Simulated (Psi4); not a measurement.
# SbH2Cl (SMILES [H][Sb]([H])[Cl]): EDF2/STO-6G

What is the energy change on altering one bond length of SbH2Cl at EDF2/STO-6G? 

The results are computed with Psi4 1.11.

6 further runs of the same task are left out: 1 that didn't finish, 5 set aside as unsound or not needed.

## 1. The molecule

SbH2Cl has 4 atoms, charge 0, and is taken as a singlet. As SMILES, `[H][Sb]([H])[Cl]`. Geometry: a GFN2-xTB (4 decimals) relaxation, a rough one for these elements and not checked as a minimum.

Bond lengths: Sb1–Cl4 2.339 Å, Sb1–H2 1.703 Å, Sb1–H3 1.703 Å. Angles: H2–Sb1–Cl4 92.2°, H3–Sb1–Cl4 92.3°, H2–Sb1–H3 87.7°.

## 2. Energy and one-electron properties at EDF2/STO-6G

clh2sb.sdf reads:

```

     RDKit          3D

  4  3  0  0  0  0  0  0  0  0999 V2000
    0.0579    0.1138    0.8142 Sb  0  0  0  0  0  3  0  0  0  0  0  0
    1.4517    0.1209   -0.1639 H   0  0  0  0  0  0  0  0  0  0  0  0
   -0.5700    1.3384   -0.1883 H   0  0  0  0  0  0  0  0  0  0  0  0
   -0.9396   -1.5731   -0.4620 Cl  0  0  0  0  0  0  0  0  0  0  0  0
  2  1  1  0
  3  1  1  0
  4  1  1  0
M  END
$$$$
```

run.py reads:

```python
import psi4
from rdkit import Chem

psi4.set_memory('1600 MB')
psi4.set_num_threads(1)
psi4.core.set_output_file('clh2sb.out', False)

rd = Chem.SDMolSupplier('clh2sb.sdf', removeHs=False, sanitize=False)[0]
xyz = rd.GetConformer().GetPositions()
atoms = '\n'.join(f'{a.GetSymbol()} {x:.4f} {y:.4f} {z:.4f}' for a, (x, y, z) in zip(rd.GetAtoms(), xyz))
m = psi4.geometry('0 1\n' + atoms + '\nno_reorient\nno_com')

psi4.set_options({
    'basis': 'STO-6G',
    'reference': 'rks',
    'scf_type': 'pk',
})

E, wfn = psi4.energy("edf2", return_wfn=True)
psi4.oeprop(wfn, "ESP_AT_NUCLEI", "NO_OCCUPATIONS", "MBIS_CHARGES", "DIPOLE", "QUADRUPOLE")
print(f'total energy {E:.8f} hartree = {E * 27.211386:.5f} eV')
```

The run is started by

```
$ python run.py
```

clh2sb.out:

```text
[...]
  Running in c1 symmetry.
[...]
  Nuclear repulsion =  234.210035279187878
[...]
  Multiplicity = 1
[...]
  Nalpha       = 35
  Nbeta        = 35
[...]
    Number of basis functions: 38
[...]
   @RKS iter   1: -6746.84067537904775   -2.09210e+00   8.46195e-03 DIIS/ADIIS
[...]
   @RKS iter   7: -6746.93152068381278   -6.41921e-09   5.71379e-08 DIIS
[...]
    Orbital Energies [Eh]
    ---------------------
    Doubly Occupied:
       1A   -1074.030122     2A   -155.426662     3A   -149.745892
       4A   -149.745456     5A   -149.744746     6A   -101.484420
       7A    -28.055187     8A    -26.956533     9A    -26.954876
      10A    -26.952441    11A    -18.789204    12A    -18.789022
      13A    -18.787301    14A    -18.786199    15A    -18.785763
      16A     -9.134920    17A     -7.004772    18A     -6.990526
      19A     -6.990115    20A     -4.371074    21A     -3.521648
      22A     -3.515831    23A     -3.506229    24A     -0.953008
      25A     -0.948233    26A     -0.940281    27A     -0.940171
      28A     -0.933101    29A     -0.715995    30A     -0.465946
      31A     -0.328923    32A     -0.317644    33A     -0.249458
      34A     -0.230072    35A     -0.178426
[...]
  @RKS Final Energy: -6746.93152068381278
   => Energetics <=
    Nuclear Repulsion Energy =            234.2100352791878777
    One-Electron Energy =               -9777.4089213029219536
    Two-Electron Energy =                2961.4156062266592926
    DFT Exchange-Correlation Energy =    -165.1482408867373692
    Empirical Dispersion Energy =           0.0000000000000000
    VV10 Nonlocal Energy =                  0.0000000000000000
    Total Energy =                      -6746.9315206838127779
[...]
 Multipole Moments:
 ------------------------------------------------------------------------------------
     Multipole            Electronic (a.u.)      Nuclear  (a.u.)        Total (a.u.)
 ------------------------------------------------------------------------------------
 L = 1.  Multiply by 2.5417464519 to convert [e a0] to [Debye]
 Dipole X            :         23.4388197          -22.9386295            0.5001901
 Dipole Y            :         37.6484695          -36.8111090            0.8373605
 Dipole Z            :        -62.7761506           62.9618950            0.1857445
 Magnitude           :                                                    0.9929067
 L = 2.  Multiply by 1.3450342976 to convert [e a0^2] to [Debye ang]
 Quadrupole XX       :        -91.6335398           62.8926100          -28.7409298
 Quadrupole XY       :        -90.2740071           88.8341782           -1.4398289
[...]
```

Standard output:

```text
total energy -6746.93152068 hartree = -183593.35792 eV
```

Wall time 24 s (1 thread of AMD EPYC 7R43 (Zen 3), shared host); peak memory 0.28 GiB.

Atomic charges (e):

| atom | MBIS |
| --- | --- |
| Sb1 | +0.608 |
| H2 | -0.112 |
| H3 | -0.112 |
| Cl4 | -0.384 |

## 3. The distorted shape

clh2sb.in reads:

```
memory 1.6 GB

molecule {
  0 1
  Sb     0.48637204     0.85262553     2.02090335
  H      3.12031011     0.86609928     0.17263782
  H     -0.70022479     3.16672745     0.12654740
  Cl    -1.77552997    -2.97278486    -0.87311016
  units bohr
  no_reorient
  no_com
}

set {
  basis     STO-6G
  reference rks
  scf_type  pk
}

result, w = energy("edf2", return_wfn=True)
oeprop(w, "ESP_AT_NUCLEI", "NO_OCCUPATIONS", "MBIS_CHARGES", "DIPOLE", "QUADRUPOLE", title="EDF2")
```

The run is started by

```
$ psi4 -i clh2sb.in -o clh2sb.out -n 1
```

clh2sb.out:

```text
[...]
  Running in c1 symmetry.
[...]
  Nuclear repulsion =  200.795099311196992
[...]
  Multiplicity = 1
[...]
  Nalpha       = 35
  Nbeta        = 35
[...]
    Number of basis functions: 38
[...]
   @RKS iter   1: -6746.81109898231080   -2.26498e+00   8.36518e-03 ADIIS/DIIS
[...]
   @RKS iter   7: -6746.90110095880846   -8.05139e-08   1.48257e-07 DIIS
[...]
    Orbital Energies [Eh]
    ---------------------
    Doubly Occupied:
       1A   -1074.032205     2A   -155.429001     3A   -149.748358
       4A   -149.747881     5A   -149.747225     6A   -101.443794
       7A    -28.057676     8A    -26.959462     9A    -26.957751
      10A    -26.955471    11A    -18.792203    12A    -18.791986
      13A    -18.790384    14A    -18.789131    15A    -18.788741
      16A     -9.095639    17A     -6.965493    18A     -6.951846
      19A     -6.951726    20A     -4.374173    21A     -3.523976
      22A     -3.519280    23A     -3.510236    24A     -0.950850
      25A     -0.950696    26A     -0.944408    27A     -0.942554
      28A     -0.937011    29A     -0.655643    30A     -0.474866
      31A     -0.329368    32A     -0.272747    33A     -0.213007
      34A     -0.199894    35A     -0.188032
[...]
  @RKS Final Energy: -6746.90110095880846
   => Energetics <=
    Nuclear Repulsion Energy =            200.7950993111969922
    One-Electron Energy =               -9711.1197092802212865
    Two-Electron Energy =                2928.5310049583222280
    DFT Exchange-Correlation Energy =    -165.1074959481062479
    Empirical Dispersion Energy =           0.0000000000000000
    VV10 Nonlocal Energy =                  0.0000000000000000
    Total Energy =                      -6746.9011009588084562
[...]
 Multipole Moments:
 ------------------------------------------------------------------------------------
     Multipole            Electronic (a.u.)      Nuclear  (a.u.)        Total (a.u.)
 ------------------------------------------------------------------------------------
 L = 1.  Multiply by 2.5417464519 to convert [e a0] to [Debye]
 Dipole X            :          3.6758581           -2.9589501            0.7169080
 Dipole Y            :          4.2222466           -3.0206139            1.2016328
 Dipole Z            :        -88.1533010           88.5223834            0.3690824
 Magnitude           :                                                    1.4471006
 L = 2.  Multiply by 1.3450342976 to convert [e a0^2] to [Debye ang]
 Quadrupole XX       :       -104.4357058           75.8837092          -28.5519966
 Quadrupole XY       :       -112.5396522          111.3649978           -1.1746543
[...]
```

It took 28 s on 1 thread of AMD EPYC 7R43 (Zen 3), shared host; peak memory 0.25 GiB.

Atomic charges (e):

| atom | MBIS |
| --- | --- |
| Sb1 | +0.595 |
| H2 | -0.105 |
| H3 | -0.105 |
| Cl4 | -0.385 |

## 4. Outcome

At EDF2/STO-6G:

| quantity | value |
| --- | --- |
| first shape: total energy | -6746.93152 Eh |
| first shape: dipole moment | 2.52 D |
| first shape: HOMO energy | -4.86 eV |
| first shape: LUMO energy | 1.06 eV |
| first shape: HOMO–LUMO gap | 5.92 eV |
| distorted shape: total energy | -6746.90110 Eh |
| distorted shape: dipole moment | 3.68 D |
| distorted shape: HOMO energy | -5.12 eV |
| distorted shape: LUMO energy | -1.12 eV |
| distorted shape: HOMO–LUMO gap | 3.99 eV |
| energy change with the Sb1–Cl4 bond stretched from 2.339 to 2.806 Å | 0.828 eV |

In words: With the Sb1–Cl4 bond stretched from 2.339 to 2.806 Å the energy rises by 0.83 eV (19.1 kcal/mol). The first shape isn't relaxed at this level, so the change isn't measured from a minimum. The minimal basis adds a large error of its own. Relativity is left out (first shape) although the molecule holds a heavy atom. Relativity is left out (distorted shape) although the molecule holds a heavy atom.
